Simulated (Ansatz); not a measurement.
What does this script print? It uses Ansatz's Python interface.

`run_relaxed_scan.py`
```python
# -*- coding: utf-8 -*-
'''Relaxed scan of one distance in CH4NSb.'''

import ansatz as az
import numpy as np


def main():
    geometry_ang = [
        ('C', (-0.8536, -0.4853, -0.6901)),
        ('N', (-0.465, -0.9154, 0.4047)),
        ('Sb', (1.0632, 0.0164, 1.417)),
        ('H', (-1.6399, -0.9313, -1.22)),
        ('H', (-0.4692, 0.4508, -1.1496)),
        ('H', (0.3552, 1.6162, 1.2326)),
        ('H', (2.0705, 0.1807, -0.0404)),
    ]
    system = az.Crystal.molecule()
    for symbol, xyz in geometry_ang:
        system = system.atom(symbol, xyz)

    model = system.calculation().basis(gaussian='def2-SVP').functional('b3lyp', dispersion='d3bj')
    symbols = [site.symbol for site in system.cartesian_sites]
    pairs = [(0, 1), (0, 3), (0, 4), (1, 2), (2, 5), (2, 6)]
    print('held (A)   E (eV)        ', '  '.join(f'{symbols[i]}{i}-{symbols[j]}{j}' for i, j in pairs))
    for length in [0.96, 1.05, 1.13, 1.26, 1.41]:
        rep = model.relax(constraints=[az.DistanceConstraint((0, 3), at=length)], force_tolerance=0.02, max_steps=60).run().report
        xyz = np.array(rep['positions_ang'])
        print(f'{length:6.2f} {rep["free_energy_ev"]:14.5f}  ', '  '.join(f'{np.linalg.norm(xyz[i] - xyz[j]):.3f}' for i, j in pairs))


if __name__ == '__main__':
    main()
```

```console
$ python run_relaxed_scan.py
held (A)   E (eV)         C0-N1  C0-H3  C0-H4  N1-Sb2  Sb2-H5  Sb2-H6
DeckWarning: relax.constraints: the input's atoms, or those drawn, lie off the distances that are held; a relaxation that starts there is brought onto them ahead of its first SCF, by positions alone, an atom by 4.39e-2 Å at the most. With the symmetry [...]
  0.96    -9128.32145   1.269  0.960  1.113  2.106  1.740  1.725
  1.05    -9128.72906   1.267  1.050  1.112  2.107  1.740  1.724
  1.13    -9128.78196   1.263  1.130  1.112  2.109  1.740  1.724
  1.26    -9128.52371   1.257  1.260  1.110  2.112  1.724  1.739
  1.41    -9127.99100   1.249  1.410  1.108  2.116  1.724  1.739
```
(Warnings from the package without file and line, shortened, repeats left out.)

What to keep in mind:
- Total energies depend on the basis set; only differences at equal settings carry meaning.
- The energies are electronic: no zero-point or thermal terms, and the basis set is short of its limit.
- def2 sets replace the cores of elements past krypton by effective core potentials.
- b3lyp holds the VWN-RPA fit, as in Gaussian; the form of ORCA and Turbomole is b3lyp5.
- Timing: 3.6 min on 1 thread of Arm Neoverse V2 (shared host), peak memory 0.25 GiB.
